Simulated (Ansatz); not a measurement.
NbTe:

```
CELL_PARAMETERS angstrom
3.70297 0.00000 0.00000
-1.85149 3.20687 0.00000
0.00000 0.00000 3.69421
ATOMIC_POSITIONS crystal
Te 0.66667 0.33333 0.00000
Nb 0.00000 0.00000 0.50000
```

The cell comes from a database or a generator and needn't be the stable form of this composition.

```yaml
Program: Ansatz 0.2.0
Task: relaxation of cell and atoms
Functional: PBEsol
Potentials_or_basis: Ansatz PAW
Cutoff: "420 eV (not typed: the program's choice for these potentials)"
k_mesh: 8 × 8 × 7
Occupations: fermi-dirac, width 0.05 eV
Spin: no spin polarisation
```

At the start: volume 21.93 Å³/atom.

Question: How do energy, volume and symmetry change on relaxing?

Answer: It ends after 5 steps and the volume is 20.96 Å³/atom (-4.4 %); space group P-6m2 (No. 187, to 0.05 Å).

Step by step:
```tsv
step	energy change (eV)	largest force (eV/Å)	volume (Å³)
1	0.0000	0.0000	43.87
2	-0.0326	0.0000	42.19
3	-0.0334	0.0000	41.90
4	-0.0335	0.0000	41.92
5	-0.0331	0.0000	41.92
```

Final structure:
```
CELL_PARAMETERS angstrom
3.62988 0.00000 0.00000
-1.81494 3.14357 0.00000
0.00000 0.00000 3.67391
ATOMIC_POSITIONS crystal
Te 0.66667 0.33333 0.00000
Nb 0.00000 0.00000 0.50000
```

Caveat: the plane-wave basis is chosen anew once the cell has moved, so the energies of steps on either side of that aren't comparable; the PAW data sets come from PBE, with cores solved anew for the run's functional, which leaves a small shift of forces and pressure.
